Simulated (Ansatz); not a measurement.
This Ansatz 0.2.0 run on BiTe needs a look.

Contents of input.yaml:

```yaml
crystal:
  lattice:
    - [0.0, 3.235, 3.235]
    - [3.235, 0.0, 3.235]
    - [3.235, 3.235, 0.0]
  atoms:
    - { symbol: Bi, position: [0.0, 0.0, 0.0] }
    - { symbol: Te, position: [0.5, 0.5, 0.5] }
hamiltonian:
  xc: scan0x
  pseudopotentials: { kind: paw }
kpoints:
  mp_grid: { grid: [4, 4, 4] }
scf:
  occupations: { method: methfessel_paxton, width: 0.1 }
  n_extra_bands: 6
  max_iter: 60
output:
  forces: true
  stress: true
  eigenvalues: true
  dos: { projected: true, de: 0.05 }
```

Potentials or basis: Ansatz PAW.

The run is started by

```console
$ ansatz run input.yaml --threads 1 --pin off --max-ram 2560MiB --backend cpu --events-out ev --progress --plain --runs-dir out
```

Output:

```text
Error: YAML parse error: error: line 10 column 7: hamiltonian.xc: unknown variant `scan0x`, expected one of `lda`, `lda-pw`, `pw92`, `pbe`, `pbesol`, `rpbe`, `revpbe`, `blyp`, `pbe0`, `revpbe0`, `b3lyp`, `b3lyp5`, `hse06`, `wpbeh`, `hiss`, `lc_wpbe`, `cam_b3lyp`, `hf`, `r2scan`, `r2scanh`, `r2scan0`, `r2scan50`, `mr2scan`
  --> <input>:10:7
   |
 8 |     - { symbol: Te, position: [0.5, 0.5, 0.5] }
 9 | hamiltonian:
10 |   xc: scan0x
   |       ^ hamiltonian.xc: unknown variant `scan0x`, expected one of `lda`, `lda-pw`, `pw92`, `pbe`, `pbesol`, `rpbe`, `revpbe`, `blyp`, `pbe0`, `revpbe0`, `b3lyp`, `b3lyp5`, `hse06`, `wpbeh`, `hiss`, `lc_wpbe`, `cam_b3lyp`, `hf`, `r2scan`, `r2scanh`, `r2scan0`, `r2scan50`, `mr2scan`
11 |   pseudopotentials: { kind: paw }
12 | kpoints:
   |
```

Diagnose the run.

The input was rejected before any iteration. The input holds a flaw that was put in on purpose: an unknown functional (hamiltonian.xc = scan0x).
